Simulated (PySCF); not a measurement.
# C6H5BrN2: the cost of one run

The runs use PySCF 2.14.0, with density-fitted response routines of our own; the level of theory stands in each step. All values are computed, except where a source is named. Atoms are numbered from 0 throughout.

**1. The starting structure**

14 atoms, charge 0, multiplicity 1; geometry from: GFN2-xTB.

Bonds of the start (Å): C0–N1 1.25, N1–C2 1.37, C2–C3 1.40, C3–N4 1.32, N4–C5 1.32, C5–C6 1.39, C6–Br7 1.90, C6–C8 1.38, C8–C2 1.40, C0–H9 1.09, C0–H10 1.08, C3–H11 1.08, C5–H12 1.08, C8–H13 1.08.

**2. Ultraviolet spectrum: wB97X-D/def2-SVPD**

The job: settings as JSON, then the geometry in Å.

```
{"job": {"kind": "uv", "xc": "wB97X-D", "basis": "def2-SVPD", "nstates": 8, "ntriplets": 3}, "charge": 0, "multiplicity": 1}
C     -2.757098     0.309251     0.020117
N     -1.713503     0.481766    -0.653051
C     -0.452172     0.099716    -0.271649
C     -0.139604    -1.228003     0.055908
N      1.079967    -1.635410     0.332614
C      2.076413    -0.773176     0.303631
C      1.875318     0.559037    -0.038185
Br     3.347808     1.761087    -0.087749
C      0.604649     1.011999    -0.334841
H     -2.779505    -0.084370     1.039029
H     -3.700502     0.590872    -0.424838
H     -0.913981    -1.983141     0.073819
H      3.056198    -1.153050     0.554292
H      0.415334     2.042948    -0.591264
```

With the program's defaults for keys left out, this is: TDDFT wB97X-D/def2-SVPD, vertical, gas phase, core orbitals frozen in the response.

Run with:

```
$ OMP_NUM_THREADS=1 python probes_run.py task.json out
```

This one command runs all jobs of the session in turn.

**Question.** How long does this job take on 1 thread of Arm Neoverse V2, shared host, and how much memory does it need?

About 73 s, with a peak of 1.1 GiB.
